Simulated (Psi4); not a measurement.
# UHSE06/def2-SVP (core potential) run of InNH2Cl (SMILES [NH2][In][Cl])

What is the energy change on altering one bond length of InNH2Cl at UHSE06/def2-SVP (core potential)? Input form: a Python script.

The results are computed with Psi4 1.11.

4 further runs of the same task are left out: 3 that didn't finish, 1 set aside as unsound or not needed.

## (1) The molecule

InNH2Cl has 5 atoms, charge 0, and is taken as a doublet. As SMILES, `[NH2][In][Cl]`. Geometry: relaxed at PBE0-D4/def2-TZVP. This is one conformer, not always the lowest.

Bond lengths: N1–In2 2.072 Å, In2–Cl3 2.369 Å, N1–H4 1.015 Å, N1–H5 1.017 Å. Angles: N1–In2–Cl3 113.1°, In2–N1–H4 113.0°, In2–N1–H5 110.3°, H4–N1–H5 107.4°.

## (2) The energy at UHSE06/def2-SVP (core potential)

Contents of clh2inn.py:

```python
import psi4

psi4.set_memory('2200 MB')
psi4.set_num_threads(1)
psi4.set_output_file('run.log', False)

mol = psi4.geometry("""
0 2
N     -0.142600     0.808600    -0.493900
In    -0.411600    -1.217800    -0.153300
Cl     1.391500    -2.211500     1.018700
H     -0.999700     1.283800    -0.756700
H      0.212300     1.263200     0.343800
symmetry c1
no_reorient
no_com
""")

options = {'basis': 'def2-SVP', 'reference': 'uks', 'puream': True, 'e_convergence': 1e-09, 'd_convergence': 1e-08, 'scf_type': 'pk', 'dft_radial_points': 99, 'dft_spherical_points': 590, 'maxiter': 100}
psi4.set_options(options)

energy_value, wavefunction = psi4.energy("HSE06", return_wfn=True)
psi4.oeprop(wavefunction, "MAYER_INDICES", "MULLIKEN_CHARGES", "LOWDIN_CHARGES", title="HSE06")
print('E =', round(energy_value, 9))
```

The run is started by

```bash
python clh2inn.py
```

run.log:

```text
[...]
    !!!  WARNING: ECP capability is in beta. Please check occupations closely.  !!!
[...]
  Running in c1 symmetry.
[...]
  Nuclear repulsion =  154.716518533842418
[...]
  Multiplicity = 2
[...]
  Nalpha       = 24
  Nbeta        = 23
[...]
    Number of basis functions: 68
[...]
   @UKS iter   1:  -705.59332778847227   -8.37508e-01   1.24014e-02 ADIIS/DIIS
[...]
   @UKS iter  14:  -705.93724876672582   -1.83036e-11   9.68831e-09 DIIS
[...]
   @S^2 Observed:                7.568555443E-01
[...]
    Orbital Energies [Eh]
    ---------------------
    Alpha Occupied:
       1A   -101.629382     2A    -14.377574     3A     -9.473020
       4A     -7.210430     5A     -7.204311     6A     -7.204074
       7A     -4.711708     8A     -3.109634     9A     -3.105501
      10A     -3.102181    11A     -0.852836    12A     -0.807488
      13A     -0.778408    14A     -0.776542    15A     -0.776139
      16A     -0.765632    17A     -0.746013    18A     -0.476039
      19A     -0.424533    20A     -0.343428    21A     -0.296731
      22A     -0.292500    23A     -0.277933    24A     -0.216525
    Alpha Virtual:
      25A     -0.065691    26A      0.001492    27A      0.005573
[...]
  @UKS Final Energy:  -705.93724876672582
   => Energetics <=
    Nuclear Repulsion Energy =            154.7165185338424180
    One-Electron Energy =               -1354.9063574161946235
    Two-Electron Energy =                 534.7791468071214922
    DFT Exchange-Correlation Energy =     -40.5265566914951094
    Empirical Dispersion Energy =           0.0000000000000000
    VV10 Nonlocal Energy =                  0.0000000000000000
    Total Energy =                       -705.9372487667258156
[...]
 Multipole Moments:
 ------------------------------------------------------------------------------------
     Multipole            Electronic (a.u.)      Nuclear  (a.u.)        Total (a.u.)
 ------------------------------------------------------------------------------------
 L = 1.  Multiply by 2.5417464519 to convert [e a0] to [Debye]
 Dipole X            :        -26.1101118           24.9940847           -1.1160271
 Dipole Y            :        104.5155940         -103.8633163            0.6522778
 Dipole Z            :        -19.5685724           19.3288747           -0.2396977
 Magnitude           :                                                    1.3147007
[...]
  Mulliken Charges: (a.u.)
   Center  Symbol    Alpha    Beta     Spin     Total
       1     N     3.83919  3.56100  0.27820 -0.40019
       2    IN    10.57706  9.97248  0.60458  0.45046
       3    CL     8.72074  8.59901  0.12173 -0.31976
       4     H     0.42890  0.43666 -0.00775  0.13444
       5     H     0.43410  0.43085  0.00325  0.13505
   Total alpha = 24.00000, Total beta = 23.00000, Total charge = -0.00000
  Lowdin Charges: (a.u.)
   Center  Symbol    Alpha    Beta     Spin     Total
       1     N     3.72685  3.49015  0.23670 -0.21700
[...]
```

Standard output:

```text
E = -705.937248767
```

It took 63 s on 1 thread of Intel Xeon at 2.50GHz (Skylake/Cascade Lake), shared host; peak memory 0.71 GiB.

## (3) The distorted shape: energy and gradient at UHSE06/def2-SVP (core potential)

Contents of job.py:

```python
import psi4

psi4.set_memory(2200000000)
psi4.set_num_threads(1)
psi4.set_output_file('clh2inn.out', False)

m = psi4.geometry("""
0 2
N     -1.044142     1.305446    -1.079895
In    -1.313142    -0.720954    -0.739295
Cl     1.391500    -2.211500     1.018700
H     -1.901242     1.780646    -1.342695
H     -0.689242     1.760046    -0.242195
units angstrom
symmetry c1
""")

options = {'basis': 'def2-SVP', 'reference': 'uks', 'puream': True, 'e_convergence': 1e-09, 'd_convergence': 1e-08, 'scf_type': 'pk', 'dft_radial_points': 99, 'dft_spherical_points': 590, 'maxiter': 100}
psi4.set_options(options)

e, wfn = psi4.gradient('hse06', return_wfn=True)
psi4.oeprop(wfn, 'MAYER_INDICES', 'MULLIKEN_CHARGES', 'QUADRUPOLE', title='HSE06')
print('gradient / Eh bohr^-1')
print(e.np.round(6))
print(f'energy = {wfn.energy():.10f} Eh')
```

The run is started by

```bash
python job.py
```

clh2inn.out:

```text
[...]
    !!!  WARNING: ECP capability is in beta. Please check occupations closely.  !!!
[...]
  Running in c1 symmetry.
[...]
  Nuclear repulsion =  123.518662029254287
[...]
  Multiplicity = 2
[...]
  Nalpha       = 24
  Nbeta        = 23
[...]
    Number of basis functions: 68
[...]
   @UKS iter   1:  -705.50890726936757   -9.67399e-01   1.24719e-02 ADIIS/DIIS
[...]
   @UKS iter  22:  -705.87427741156125    2.04636e-11   2.99549e-09 DIIS
[...]
   @S^2 Observed:                7.677145187E-01
[...]
    Orbital Energies [Eh]
    ---------------------
    Alpha Occupied:
       1A   -101.608290     2A    -14.384269     3A     -9.449645
       4A     -7.193883     5A     -7.179027     6A     -7.178760
       7A     -4.723929     8A     -3.120905     9A     -3.119762
      10A     -3.112264    11A     -0.861673    12A     -0.790998
      13A     -0.790973    14A     -0.785682    15A     -0.784419
      16A     -0.773241    17A     -0.741051    18A     -0.486065
      19A     -0.422671    20A     -0.306716    21A     -0.293118
      22A     -0.258121    23A     -0.256479    24A     -0.249320
    Alpha Virtual:
      25A     -0.083869    26A     -0.076347    27A     -0.009170
[...]
  @UKS Final Energy:  -705.87427741156125
   => Energetics <=
    Nuclear Repulsion Energy =            123.5186620292542869
    One-Electron Energy =               -1292.6969174807125000
    Two-Electron Energy =                 503.7757721662242716
    DFT Exchange-Correlation Energy =     -40.4717941263272323
    Empirical Dispersion Energy =           0.0000000000000000
    VV10 Nonlocal Energy =                  0.0000000000000000
    Total Energy =                       -705.8742774115612519
[...]
  -Total Gradient:
     Atom            X                  Y                   Z
    ------   -----------------  -----------------  -----------------
       1       -0.002628404418    -0.001070180236     0.002401816100
       2       -0.014771163043     0.019802688174    -0.011015324575
       3        0.014988177617    -0.007977297508     0.009792427299
       4        0.004454914200    -0.005814854184     0.002357734741
       5       -0.002023155955    -0.004926837370    -0.003528649506
[...]
 Multipole Moments:
 ------------------------------------------------------------------------------------
     Multipole            Electronic (a.u.)      Nuclear  (a.u.)        Total (a.u.)
 ------------------------------------------------------------------------------------
 L = 1.  Multiply by 2.5417464519 to convert [e a0] to [Debye]
 Dipole X            :        -39.7365428           37.8409884           -1.8955544
 Dipole Y            :          2.8257883           -1.6377902            1.1879981
 Dipole Z            :        -22.2067199           21.4673951           -0.7393248
 Magnitude           :                                                    2.3560703
 L = 2.  Multiply by 1.3450342976 to convert [e a0^2] to [Debye ang]
 Quadrupole XX       :       -337.8648473          304.6730552          -33.1917921
 Quadrupole XY       :        210.7924698         -209.6956314            1.0968384
[...]
  Mulliken Charges: (a.u.)
   Center  Symbol    Alpha    Beta     Spin     Total
       1     N     3.82536  3.59451  0.23085 -0.41987
       2    IN    10.36920 10.17196  0.19723  0.45884
       3    CL     8.94408  8.36322  0.58086 -0.30731
       4     H     0.43108  0.43838 -0.00730  0.13054
       5     H     0.43028  0.43193 -0.00165  0.13779
   Total alpha = 24.00000, Total beta = 23.00000, Total charge = -0.00000
  Mayer Bond Indices:
  Total Bond Index:
[...]
```

Standard output:

```text
gradient / Eh bohr^-1
[[-0.002628 -0.00107   0.002402]
 [-0.014771  0.019803 -0.011015]
 [ 0.014988 -0.007977  0.009792]
 [ 0.004455 -0.005815  0.002358]
 [-0.002023 -0.004927 -0.003529]]
energy = -705.8742774116 Eh
```

Run time: 1.7 min. Hardware: 1 thread of Intel Xeon at 2.50GHz (Skylake/Cascade Lake), shared host; peak memory 0.69 GiB.

## (4) Outcome

Level: UHSE06/def2-SVP (core potential).

| quantity | value |
| --- | --- |
| first shape: total energy | -705.93725 Eh |
| first shape: dipole moment | 3.34 D |
| first shape: HOMO energy (highest over α and β) | -5.89 eV |
| first shape: LUMO energy (lowest over α and β) | -3.91 eV |
| first shape: ⟨S²⟩ | 0.757 |
| distorted shape: total energy | -705.87428 Eh |
| distorted shape: dipole moment | 5.99 D |
| distorted shape: HOMO energy (highest over α and β) | -6.32 eV |
| distorted shape: LUMO energy (lowest over α and β) | -5.12 eV |
| distorted shape: ⟨S²⟩ | 0.768 |
| distorted shape: largest force on an atom | 1.391 eV/Å |
| energy change with the In2–Cl3 bond stretched from 2.369 to 3.553 Å | 1.714 eV |

With the In2–Cl3 bond stretched from 2.369 to 3.553 Å the energy rises by 1.71 eV (40 kcal/mol). The first shape isn't relaxed at this level, so the change isn't measured from a minimum. Mulliken charges (first shape) run from -0.40 on N1 to +0.45 on In2; they depend strongly on the basis. Mulliken charges (distorted shape) run from -0.42 on N1 to +0.46 on In2.
